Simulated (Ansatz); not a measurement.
# H10OSi3: the cost of one run

Method: RKS B3LYP-D4/def2-SVP, in Ansatz 0.2.0.

## 1. Starting point

Bond lengths: Si1–Si2 2.598 Å, Si1–H3 1.454 Å, Si1–H4 1.488 Å, Si1–H5 1.453 Å, Si1–O7 2.071 Å, O7–Si8 1.614 Å, Si2–H9 1.471 Å, Si2–H10 1.462 Å, Si2–H11 1.462 Å, Si8–H12 1.461 Å, Si8–H13 1.467 Å, Si8–H14 1.464 Å. Angles (14 of 23 angles, heavy atoms first): Si2–Si1–O7 82.2°, Si1–O7–Si8 157.0°, Si1–Si2–H9 138.6°, Si1–Si2–H10 100.3°, Si1–Si2–H11 99.4°, Si2–Si1–H3 118.7°, Si2–Si1–H4 83.8°, Si2–Si1–H5 116.9°, H3–Si1–O7 84.9°, H4–Si1–O7 166.0°, H5–Si1–O7 85.1°, O7–Si8–H12 108.7°, O7–Si8–H13 108.0°, O7–Si8–H14 106.6°.

Structure file:

```xyz
14

Si   -1.3530   -0.3633    0.5639
Si    0.8251   -0.2395    1.9746
H    -1.5583   -1.5122   -0.3036
H    -1.9575   -0.8478    1.8338
H    -2.0681    0.8827    0.3461
H     0.5438    0.1810    0.1735
O    -0.0870    0.3084   -0.9310
Si    0.4273    0.5630   -2.4396
H     2.2398    0.1217    1.7925
H     0.3776    0.6147    3.0734
H     0.8651   -1.6138    2.4732
H    -0.7351    0.6939   -3.3152
H     1.2568   -0.5806   -2.8335
H     1.2234    1.7917   -2.4082
```

## 2. Pulling towards end A

Springs on the bonds that form and break draw the guess towards this end; the thresholds are loose.

input.yaml

```yaml
crystal:
  periodic: [false, false, false]
  atoms:
    - { symbol: Si, position_ang: [-1.353, -0.3633, 0.5639] }
    - { symbol: Si, position_ang: [0.8251, -0.2395, 1.9746] }
    - { symbol: H, position_ang: [-1.5583, -1.5122, -0.3036] }
    - { symbol: H, position_ang: [-1.9575, -0.8478, 1.8338] }
    - { symbol: H, position_ang: [-2.0681, 0.8827, 0.3461] }
    - { symbol: H, position_ang: [0.5438, 0.181, 0.1735] }
    - { symbol: O, position_ang: [-0.087, 0.3084, -0.931] }
    - { symbol: Si, position_ang: [0.4273, 0.563, -2.4396] }
    - { symbol: H, position_ang: [2.2398, 0.1217, 1.7925] }
    - { symbol: H, position_ang: [0.3776, 0.6147, 3.0734] }
    - { symbol: H, position_ang: [0.8651, -1.6138, 2.4732] }
    - { symbol: H, position_ang: [-0.7351, 0.6939, -3.3152] }
    - { symbol: H, position_ang: [1.2568, -0.5806, -2.8335] }
    - { symbol: H, position_ang: [1.2234, 1.7917, -2.4082] }
basis:
  gaussian: { orbitals: def2-SVP }
hamiltonian:
  xc: b3lyp
  dispersion: d4
relax:
  f_tol: 0.15
  max_steps: 25
  restrain:
    - { distance: [0, 6], at: 3.07, k: 30.0 }
    - { distance: [5, 1], at: 2.72, k: 30.0 }
    - { distance: [0, 1], at: 2.22, k: 30.0 }
    - { distance: [5, 6], at: 0.97, k: 30.0 }
output:
  orbitals: {}
```

The run is started by

```bash
> ansatz run input.yaml --threads 2 --pin off --max-ram 3072MiB --backend cpu --events-out ev --progress --plain --runs-dir out
```

What time and memory should one allow on 2 threads of Intel Xeon 6975P-C (Granite Rapids), shared host?

About 19 s, with a peak of 0.29 GiB.
